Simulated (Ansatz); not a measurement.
**NiPt: how the settings move a single-point run**

How sensitive is a single-point run of NiPt to its settings? A reference run comes first, then one run with altered input.

Method: reference: DFT, PBEsol, PAW with Ansatz's default frozen-core files, scalar-relativistic, in Ansatz 0.2.0.

### Step 1. The structure to begin with

It takes space group R-3m (No. 166, trigonal). The conventional cell has a = 2.707 Å, b = 2.707 Å, c = 12.689 Å, α = 90.00°, β = 90.00°, γ = 120.00°. Ni (site symmetry -3m) is surrounded by 6 Pt at 2.63 Å and 6 Ni at 2.71 Å. Pt (site symmetry -3m) is surrounded by 6 Ni at 2.63 Å and 6 Pt at 2.71 Å.

Structure file:

```cif
data_structure
_symmetry_space_group_name_H-M 'P 1'
_symmetry_Int_Tables_number 1
_cell_length_a 4.5092
_cell_length_b 4.5092
_cell_length_c 4.5092
_cell_angle_alpha 34.938
_cell_angle_beta 34.938
_cell_angle_gamma 34.938
_cell_volume 26.85
loop_
_atom_site_label
_atom_site_type_symbol
_atom_site_fract_x
_atom_site_fract_y
_atom_site_fract_z
_atom_site_occupancy
Ni1 Ni 0.00000 0.00000 0.00000 1
Pt1 Pt 0.50000 0.50000 0.50000 1
```

### Step 2. The reference run

File input.yaml:

```yaml
crystal:
  lattice:
    - [1.3535998424, 0.7815012334, 4.2296453483]
    - [-1.3535998424, 0.7815012334, 4.2296453483]
    - [0.0, -1.5630024668, 4.2296453483]
  atoms:
    - { symbol: Ni, position: [0.0, 0.0, 0.0], spin: 0.8, spin_axis: [-1.0, 0.0, 0.0] }
    - { symbol: Pt, position: [0.5, 0.5, 0.5], spin: 0.2, spin_axis: [-1.0, 0.0, 0.0] }
magnetization:
  noncollinear: true
  spin_spiral: { q: [0.25, 0.0, 0.0] }
kpoints:
  mp_grid: { grid: [12, 12, 12], shift: [0.5, 0.0, 0.0] }
scf:
  occupations: { method: fermi_dirac, width: 0.05 }
  lower_state_search: "off"
hamiltonian:
  xc: pbesol
  pseudopotentials: { kind: paw }
output:
  eigenvalues: false
```

Run with:

```console
$ ansatz run input.yaml --threads 2 --pin off --max-ram 5120MiB --backend cpu --events-out ev --progress --plain --runs-dir out
```

### Step 3. Variant: noncollinear_xc locally_collinear

Changes to input.yaml since step 2:

```diff
@@ -19,2 +19,3 @@
   pseudopotentials: { kind: paw }
+  noncollinear_xc: locally_collinear
 output:
```

What does the calculation give? Wanted: for each run, ending; energy change; abs. moment.

The runs gave:

```tsv
run	ending	energy change	abs. moment (μB)	cycles	time
reference	converged	-	0.73	20	2.5 min
1: noncollinear_xc locally_collinear	converged	not comparable	0.72	20	3.7 min
```

Residual by cycle in the longest SCF loop of each run; runs are numbered as in the table. The quantity is the density residual dr2, in eV.

```tsv
cycle	reference	run 1
1	32.5	32.5
3	3.12	3.11
4	1.25	1.25
6	0.00753	0.00745
8	0.00617	0.00627
10	0.00158	0.00154
11	3.0e-4	3.1e-4
13	0.00216	0.00209
15	1.4e-5	1.1e-5
17	5.3e-7	5.0e-7
18	6.7e-8	5.7e-8
20	2.0e-11	1.5e-11
```

**Reading.** After a change of spin-orbit coupling the difference of the totals has no physical meaning; pressure, gap, moments and forces, where computed, barely move. Cost: 3.7 min against 2.5 min.
